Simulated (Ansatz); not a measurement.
**B3LYP/6-31G(d) (spherical functions) run of CClF3 (SMILES FC(F)(F)Cl)**

Aim: the electronic atomisation energy of CClF3 at B3LYP/6-31G* (spherical functions), from 4 runs. 

The calculation is run with Ansatz 0.2.0.

54 further runs of the same task are left out: 9 that didn't finish, 45 set aside as unsound or not needed.

**1. The molecule**

The species is CClF3 (5 atoms), meant as a singlet with charge 0. As SMILES, `FC(F)(F)Cl`. The coordinates come from a PBE0-D4/def2-TZVP relaxation.

Bond lengths: F1–C2 1.322 Å, C2–F3 1.322 Å, C2–F4 1.322 Å, C2–Cl5 1.756 Å. Angles: F1–C2–F3 108.7°, F1–C2–F4 108.7°, F1–C2–Cl5 110.2°, F3–C2–F4 108.7°, F3–C2–Cl5 110.2°, F4–C2–Cl5 110.2°.

**2. A single-point energy at B3LYP/6-31G(d) (spherical functions)**

File in.yaml:

```yaml
crystal:
  periodic: [false, false, false]
  atoms:
    - symbol: F
      position_ang: [0.213700, 0.019100, 1.326100]
    - symbol: C
      position_ang: [-0.002200, -0.082500, 0.026100]
    - symbol: F
      position_ang: [-1.249600, -0.474600, -0.167100]
    - symbol: F
      position_ang: [0.811700, -0.999000, -0.468500]
    - symbol: Cl
      position_ang: [0.276300, 1.463300, -0.758000]
basis:
  gaussian: {orbitals: 6-31G_st_-spherical.json}
hamiltonian: {xc: {name: B3LYP}}
accuracy: high
output: {orbitals: {seedname: orbitals}}
```

The basis set 6-31G* is read from a file made from the Basis Set Exchange's data (not shown).

Command:

```bash
$ ansatz run in.yaml --threads 1 --pin off --max-ram 3480MiB --events-out events.jsonl --progress --plain --runs-dir runs
```

Log:

```text
Warning: RAYON_NUM_THREADS=1 ignored (pool sized by the plan → 1); use --threads N
Functional definition: B3LYP
  name "B3LYP"
  parameter a0 = 0.2
  parameter ax = 0.72
  parameter ac = 0.81
  exchange = (1 - a0 - ax)*slater_x + ax*b88_x + a0*exact_x
  correlation = (1 - ac)*vwn_rpa_c + ac*lyp_c
1621 factors; integrals over basis functions are off by at most 3.6e-9 eV
mean field evaluation 1: about -21706.8365 eV, gradient 4.1e1 eV
mean field evaluation 2: about -21703.4364 eV, gradient 6.4e1 eV
mean field evaluation 4: about -21709.3446 eV, gradient 7.6e-1 eV
mean field evaluation 8: about -21709.4986 eV, gradient 1.2e-1 eV
mean field evaluation 16: about -21709.4987 eV, gradient 8.2e-7 eV
mean field -21709.49867425 eV, -797.8093610520 hartree, gradient 1.2e-8 eV, S^2 0.000000; 0 other end points of the search recorded, 0 dependent functions left out
reference -21709.49869948 eV, -797.8093619791 hartree; 25, 25 occupied and 49, 49 virtual orbitals, 1621 factors
Total energy: -21709.49869948 eV, -797.8093619791 hartree
```

It took 6.9 s on 1 thread of Arm Neoverse V1, shared host; peak memory 0.22 GiB.

**3. The C atom, same level**

File input.yaml:

```yaml
crystal:
  periodic: [false, false, false]
  atoms:
    - {symbol: C, position_ang: [0.000000, 0.000000, 0.000000]}
basis:
  gaussian: {orbitals: 6-31G_st_-spherical.json}
magnetization: {spin_polarized: true, initial_magnetization: 2}
hamiltonian: {xc: {name: B3LYP}}
accuracy: high
```

The basis set 6-31G* is read from a file made from the Basis Set Exchange's data (not shown).

Run the same way, it converges to -37.84469 Eh (log not shown).

**4. The Cl atom**

File run.yaml:

```yaml
crystal:
  periodic: [false, false, false]
  atoms:
    - {symbol: Cl, position_ang: [0.000000, 0.000000, 0.000000]}
basis:
  gaussian: {orbitals: 6-31G_st_-spherical.json}
accuracy: high
hamiltonian: {xc: {name: B3LYP}}
magnetization: {spin_polarized: true, initial_magnetization: 1}
```

The basis set 6-31G* is read from a file made from the Basis Set Exchange's data (not shown).

Run the same way, it converges to -460.13279 Eh (log not shown).

**5. The F atom, same level**

File job.yaml:

```yaml
crystal:
  periodic: [false, false, false]
  atoms:
    - {symbol: F, position_ang: [0.000000, 0.000000, 0.000000]}
basis:
  gaussian:
    orbitals: 6-31G_st_-spherical.json
magnetization:
  spin_polarized: true
  initial_magnetization: 1
hamiltonian:
  xc: {name: B3LYP}
accuracy: high
```

The basis set 6-31G* is read from a file made from the Basis Set Exchange's data (not shown).

Run the same way, it converges to -99.71458 Eh (log not shown).

**6. Outcome**

Level: B3LYP/6-31G* (spherical functions).

| quantity | value |
| --- | --- |
| molecule: total energy | -797.80936 Eh |
| molecule: HOMO energy | -9.49 eV |
| molecule: LUMO energy | 0.12 eV |
| molecule: HOMO–LUMO gap | 9.62 eV |
| C atom: total energy | -37.84469 Eh |
| C atom: ⟨S²⟩ | 2.002 |
| Cl atom: total energy | -460.13279 Eh |
| Cl atom: ⟨S²⟩ | 0.752 |
| F atom: total energy | -99.71458 Eh |
| F atom: ⟨S²⟩ | 0.751 |
| electronic atomisation energy | 18.725 eV |

**Reading.** Taking the molecule apart into free atoms costs 18.73 eV (432 kcal/mol), before zero-point energy and without spin-orbit coupling.
